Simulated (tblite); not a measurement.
# C2H7B3F3N3: the cost of one run

Programs: tblite 0.8.0 and PySCF 2.14.0, with density-fitted response routines of our own. Each step states its level of theory. These are calculated values for one molecule, in the gas phase or a continuum, unless marked as measured. Atoms count from 0, in the outputs and in this text.

## Step 1: Starting geometry

18 atoms, charge 0, multiplicity 1; geometry from: force field or distance geometry start.

Bonds of the start (Å): F0–C1 1.39, C1–F2 1.40, C1–F3 1.37, C1–C4 1.53, C4–N5 1.46, N5–B6 1.54, B6–N7 1.53, N7–B8 1.54, B8–N9 1.53, N9–B10 1.54, B10–N5 1.54, C4–H11 1.11, C4–H12 1.13, B6–H13 1.19, N7–H14 1.04, B8–H15 1.17, N9–H16 1.03, B10–H17 1.20.

## Step 2: Geometry optimisation with GFN2-xTB

Job settings and geometry (Å):

```
{"job": {"kind": "relax", "xc": "GFN2-xTB", "basis": "xTB"}, "charge": 0, "multiplicity": 1}
F      2.536600    -0.626700    -1.647100
C      2.490000     0.185100    -0.517200
F      3.739100     0.057100     0.111100
F      2.343300     1.519300    -0.804100
C      1.469300    -0.343800     0.499000
N      0.130800    -0.363700    -0.074800
B     -0.813100    -0.901300     1.010400
N     -2.187100    -1.302300     0.465100
B     -2.576300    -0.173800    -0.502800
N     -1.921000     1.194100    -0.275800
B     -0.389700     1.068100    -0.294500
H      1.720800    -1.389000     0.773600
H      1.490600     0.260500     1.452100
H     -0.772800    -0.289500     2.033100
H     -2.083400    -2.142900    -0.143800
H     -3.076200    -0.476300    -1.512400
H     -2.259100     1.852000    -0.990800
H      0.149400     1.879400     0.407100
```

Run with:

```console
> OMP_NUM_THREADS=1 python probes_run.py task.json out
```

One launch serves the whole session: the jobs run in the order shown.

**Question.** How long does this first job take on 1 thread of Arm Neoverse N1, shared host, and how much memory does it need?

About 1.8 s, with a peak of 0.18 GiB.
